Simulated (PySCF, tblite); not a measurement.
# CH5AsNSi radical: geometry, infrared bands and EPR parameters

What infrared bands and EPR parameters should CH5AsNSi radical (`[H]/N=C\[SiH2][AsH]`) show?

Computed with tblite 0.8.0 and PySCF 2.14.0, with density-fitted response routines of our own, on a single molecule in the gas phase. Atoms count from 0, in the outputs and in this text.

## Step 1: Starting geometry

9 atoms, charge 0, multiplicity 2; geometry from: force field or distance geometry start.

Bonds of the start (Å): N0–C1 1.28, C1–Si2 1.86, Si2–As3 2.27, N0–H4 1.05, C1–H5 1.08, Si2–H6 1.48, Si2–H7 1.46, As3–H8 1.52.

## Step 2: Optimising the geometry with GFN2-xTB

Job settings and geometry (Å):

```
{"job": {"kind": "relax", "xc": "GFN2-xTB", "basis": "xTB"}, "charge": 0, "multiplicity": 2}
N     -1.994300     0.720800     0.436500
C     -0.917500     0.706700    -0.251000
Si     0.281900    -0.717100    -0.166800
As     2.364800    -0.170300     0.562900
H     -2.165100    -0.119500     1.035700
H     -0.689100     1.555000    -0.884600
H     -0.283200    -1.730800     0.754600
H      0.416900    -1.320400    -1.493900
H      2.999200     1.081600    -0.018500
```

Started as:

```
$ OMP_NUM_THREADS=1 python probes_run.py task.json out
```

One launch serves the whole session: the jobs run in the order shown.

Log:

```text
step      E/eV     max force
  0    -315.73837    1.799
  1    -315.80482    1.370
  2    -315.88497    0.856
  3    -315.97325    0.682
  4    -316.00245    0.611
  5    -316.02558    0.546
  6    -316.05404    0.498
  7    -316.07120    0.402
  8    -316.08231    0.300
  9    -316.08949    0.217
 10    -316.09439    0.248
 11    -316.09999    0.278
 12    -316.10660    0.267
 13    -316.11307    0.320
 14    -316.11875    0.265
 15    -316.12324    0.215
 16    -316.12649    0.235
 17    -316.12945    0.176
 18    -316.13238    0.171
 19    -316.13518    0.165
 20    -316.13805    0.167
 21    -316.14096    0.164
 22    -316.14386    0.149
 23    -316.14679    0.145
 24    -316.14987    0.160
 25    -316.15301    0.150
 26    -316.15531    0.125
 27    -316.15648    0.089
 28    -316.15715    0.064
 29    -316.15766    0.077
 30    -316.15818    0.087
 31    -316.15874    0.078
 32    -316.15928    0.071
 33    -316.15977    0.075
 34    -316.16019    0.072
 35    -316.16048    0.051
 36    -316.16064    0.034
 37    -316.16070    0.022
 38    -316.16075    0.022
 39    -316.16079    0.027
 40    -316.16085    0.024
 41    -316.16091    0.024
 42    -316.16098    0.028
 43    -316.16106    0.038
 44    -316.16116    0.049
 45    -316.16126    0.040
 46    -316.16130    0.019
 47    -316.16132    0.014
 48    -316.16134    0.015
 49    -316.16138    0.027
 50    -316.16145    0.039
 51    -316.16154    0.040
 52    -316.16160    0.023
 53    -316.16163    0.020
 54    -316.16166    0.022
 55    -316.16170    0.029
 56    -316.16181    0.049
 57    -316.16202    0.069
 58    -316.16232    0.069
 59    -316.16254    0.037
 60    -316.16264    0.017
 61    -316.16266    0.015
 62    -316.16268    0.017
 63    -316.16273    0.020
 64    -316.16281    0.021
 65    -316.16289    0.024
 66    -316.16296    0.031
 67    -316.16301    0.028
 68    -316.16307    0.023
 69    -316.16314    0.016
 70    -316.16320    0.013
 71    -316.16322    0.007
```

It took 0.22 s on 1 thread of AMD EPYC 9R45, shared host.

The steps of the relaxation: (not every step is listed)

| step | energy from step 0 (eV) | largest force (eV/Å) |
| --- | --- | --- |
| 0 | 0.0000 | 1.7991 |
| 1 | -0.0665 | 1.3697 |
| 2 | -0.1466 | 0.8563 |
| 3 | -0.2349 | 0.6824 |
| 4 | -0.2641 | 0.6110 |
| 5 | -0.2872 | 0.5455 |
| 6 | -0.3157 | 0.4981 |
| 7 | -0.3328 | 0.4021 |
| 8 | -0.3439 | 0.3004 |
| 13 | -0.3747 | 0.3201 |
| 18 | -0.3940 | 0.1711 |
| 23 | -0.4084 | 0.1454 |
| 28 | -0.4188 | 0.0638 |
| 33 | -0.4214 | 0.0750 |
| 38 | -0.4224 | 0.0220 |
| 43 | -0.4227 | 0.0384 |
| 48 | -0.4230 | 0.0146 |
| 53 | -0.4233 | 0.0196 |
| 58 | -0.4240 | 0.0691 |
| 63 | -0.4244 | 0.0195 |
| 66 | -0.4246 | 0.0310 |
| 67 | -0.4246 | 0.0278 |
| 68 | -0.4247 | 0.0228 |
| 69 | -0.4248 | 0.0165 |
| 70 | -0.4248 | 0.0127 |
| 71 | -0.4249 | 0.0068 |

Close pairs (by a distance rule), those that changed most:

| bond | before (Å) | after (Å) | change (Å) |
| --- | --- | --- | --- |
| C1–Si2 | 1.864 | 1.916 | +0.053 |
| N0–H4 | 1.046 | 1.020 | -0.027 |
| N0–C1 | 1.278 | 1.254 | -0.023 |
| Si2–As3 | 2.274 | 2.287 | +0.013 |
| Si2–H6 | 1.482 | 1.470 | -0.012 |
| As3–H8 | 1.519 | 1.511 | -0.008 |
| C1–H5 | 1.083 | 1.090 | +0.007 |
| Si2–H7 | 1.464 | 1.469 | +0.005 |

The end geometry stands in the next job.

## Step 3: Vibrational analysis with GFN2-xTB

Job settings and geometry (Å):

```
{"job": {"kind": "ir", "xc": "GFN2-xTB", "basis": "xTB"}, "charge": 0, "multiplicity": 2}
N     -1.894440     0.808244     0.496590
C     -0.874223     0.648780    -0.215572
Si     0.396019    -0.785505    -0.174218
As     2.235411     0.021633     0.918323
H     -2.098863     0.052425     1.149576
H     -0.667907     1.467204    -0.905754
H     -0.259529    -1.879272     0.557694
H      0.549170    -1.190288    -1.578042
H      2.627924     0.862773    -0.273776
```

Log:

```text
mode    cm-1     km/mol
  1      51.5      0.77
  2     109.7      4.39
  3     124.2      2.24
  4     290.0     13.67
  5     389.0     16.09
  6     409.5     35.83
  7     536.1     19.35
  8     580.3     23.98
  9     659.7     42.01
 10     671.8     29.44
 11     685.1     26.78
 12     790.2    254.14
 13    1078.8     34.89
 14    1142.2    183.21
 15    1328.4    261.46
 16    1699.7    364.14
 17    1861.5    655.31
 18    2182.6    470.83
 19    2189.1    230.33
 20    2936.5     70.09
 21    3296.1     34.00
```

It took 0.14 s on 1 thread of AMD EPYC 9R45, shared host.

Which atoms move in the most intense modes:

```
cm⁻¹  km/mol                      atoms
 790   254.1           H6 49 %, H7 45 %
1142   183.2           H4 55 %, H5 35 %
1328   261.5  H5 52 %, H4 26 %, C1 12 %
1700   364.1           C1 56 %, N0 42 %
1862   655.3                    H8 99 %
2183   470.8           H6 74 %, H7 22 %
2189   230.3           H7 75 %, H6 23 %
2936    70.1                    H5 93 %
```

## Step 4: g tensor and hyperfine couplings: B3LYP/def2-TZVP-core+pcH-1

Same as in step 3 but for these lines:

```diff
@@ -1,2 +1,2 @@
-{"job": {"kind": "ir", "xc": "GFN2-xTB", "basis": "xTB"}, "charge": 0, "multiplicity": 2}
+{"job": {"kind": "epr", "basis": "pcH-1"}, "charge": 0, "multiplicity": 2}
 N     -1.894440     0.808244     0.496590
```

Level: UKS B3LYP, def2-TZVP-core on As, pcH-1 on C H N Si, non-relativistic, mean-field spin-orbit, GIAO.

Log:

```text
UKS, coarse grid
  cycle   1  E = -2621.20329824  |g| = 1.37e+00
  cycle   2  E = -2621.02355148  |g| = 8.51e-01
  cycle   3  E = -2620.99913114  |g| = 7.70e-01
  cycle   4  E = -2621.26036957  |g| = 1.15e-01
  cycle   5  E = -2621.26183916  |g| = 6.97e-02
  cycle   6  E = -2621.26373368  |g| = 1.83e-02
  cycle   7  E = -2621.26396076  |g| = 4.41e-03
  cycle   8  E = -2621.26398040  |g| = 1.84e-03
  cycle   9  E = -2621.26398396  |g| = 6.87e-04
UKS, final grid
  cycle   1  E = -2621.26398405  |g| = 8.40e-04
  cycle   2  E = -2621.26398370  |g| = 1.38e-03
  cycle   3  E = -2621.26398449  |g| = 2.29e-04
  cycle   4  E = -2621.26398452  |g| = 9.46e-05
  cycle   5  E = -2621.26398453  |g| = 5.01e-05
  cycle   6  E = -2621.26398454  |g| = 1.42e-05
E = -2621.26398454 Eh   <S^2> = 0.7538 (exact 0.7500)
g shifts (ppm)      1          2          3
  rmc          -174       -174       -174
  gc            -20         45         42
  oz_so         310      35580      97436
  total         115      35451      97304
hyperfine (MHz)  atom isotope    a_iso     a_fc   dipolar eigenvalues
    0   14N       3.44       3.51     -3.17     -1.86      5.03
    1   13C      28.78      28.87     -4.97     -3.98      8.94
    2  29Si      31.14      31.42     -1.83      0.79      1.04
    3  75As      -2.58      11.14   -263.84   -254.00    517.85
    4    1H       7.13       7.17     -1.53     -0.82      2.35
    5    1H       8.25       8.27     -2.29     -0.53      2.82
    6    1H       0.64       0.57     -1.94     -1.29      3.23
    7    1H      40.15      40.11     -1.90     -1.11      3.01
    8    1H     -33.70     -34.61    -13.33      3.72      9.62
```

Wall time 57 s (1 thread of AMD EPYC 9R45, shared host); peak memory 0.86 GiB.

Principal g values 2.00243, 2.03777, 2.09962; g(iso) = 2.04661, against 2.00232 for a free electron.

Hyperfine couplings; where a row names several nuclei, a(iso) is their mean (it holds for fast rotation or exchange) and the dipolar term the largest among them:

```
nuclei  isotope  a(iso) (MHz)  a(iso) (G, at g = 2.0023)  largest dipolar term (MHz)
    H8       1H         -33.7                      -12.0                       -13.3
   Si2     29Si          31.1                       11.1                        -1.8
    C1      13C          28.8                       10.3                         8.9
H6, H7       1H          20.4                        7.3                         3.2
    H5       1H           8.3                        2.9                         2.8
    H4       1H           7.1                        2.5                         2.4
    N0      14N           3.4                        1.2                         5.0
   As3     75As          -2.6                       -0.9                       517.8
```

Mulliken spin populations:

| atom | value (e) |
| --- | --- |
| N0 | 0.04 |
| C1 | 0.02 |
| Si2 | -0.03 |
| As3 | 0.97 |
| H4 | 0.00 |
| H5 | 0.01 |
| H6 | 0.00 |
| H7 | 0.02 |
| H8 | -0.03 |

In first order the couplings over 0.8 MHz of 1H, 14N, 75As give 264 distinct lines over 37.3 G, if the averaged nuclei exchange fast.

The fields below are evaluated on a grid from the run's orbitals.

ELF in a plane through or near 3 of the atoms.

Ten even steps from ' ' (0.00) to '@' (1.00):
```
                                                        
                                                        
                        ::==++==::                      
                      --##@@@@@@%%==                    
                      **@@@@@@@@@@%%..                  
                    ..##@@@@@@@@@@%%..                  
        ..------::----++%%@@@@@@@@::                    
      ..--++++++++****::..--####--    ::==--            
      ::--++******%%%%..--....--..  ==##%%**..          
      ::--==++==++##@@--....++**--::**%%%%**..          
      ..::++##**====****++**%%##++##==::####==..        
      ..==%%@@@@%%**--::..--++++++%%--**%%@@##==..      
      ::##@@@@@@@@%%::    ..--++++**##%%@@@@%%++..      
      ::**@@@@@@@@%%::      ::==--::==##@@@@##--        
        ::##@@@@##--          ..      ::----..          
          ..----..                                      
                                                        
                                                        
                                                        
                                                        
```
The map spans 10.3 Å across and 9.1 Å up, centred on the molecule. Atoms in the plane (x, y in Å): N0 (2.0, -0.6), H6 (0.1, 2.0), H8 (-2.5, -1.1).

On the surface of density 0.002 e/bohr³ the electrostatic potential runs, from the 1st to the 99th percentile, from -1.70 V near N0 to 1.39 V near H4.

The spin density lies nearest to As3 75 %; H8 10 %.

## Step 5: Outcome

```
                                 quantity                  value
strongest single infrared mode (GFN2-xTB)  1862 cm⁻¹, 655 km/mol
             zero-point energy (GFN2-xTB)          32.9 kcal/mol
                           g(iso) (B3LYP)                2.04661
                                     ⟨S²⟩     0.754 (exact 0.75)
       largest a(iso) (averaged by class)    1H on H8, -33.7 MHz
    surface potential, 1st and 99th percentile     -1.70 V and 1.39 V
```

**Reading.** Relaxing lowered the energy by 0.425 eV in 71 steps; the close pair that moved most is C1–Si2, from 1.864 to 1.916 Å. All 21 modes are real, so the xTB geometry is a minimum. The strongest single mode, at 1862 cm⁻¹, moves mainly H8. GFN2-xTB is a fitted tight-binding method: band positions and strengths are rough. Its intensities can rank the bands wrongly. Most of the unpaired spin sits on As3 (0.97 e). The isotropic g lies 44.3 ppt above the free-electron value. The hyperfine terms hold no scalar relativity, which the heavier nuclei need.
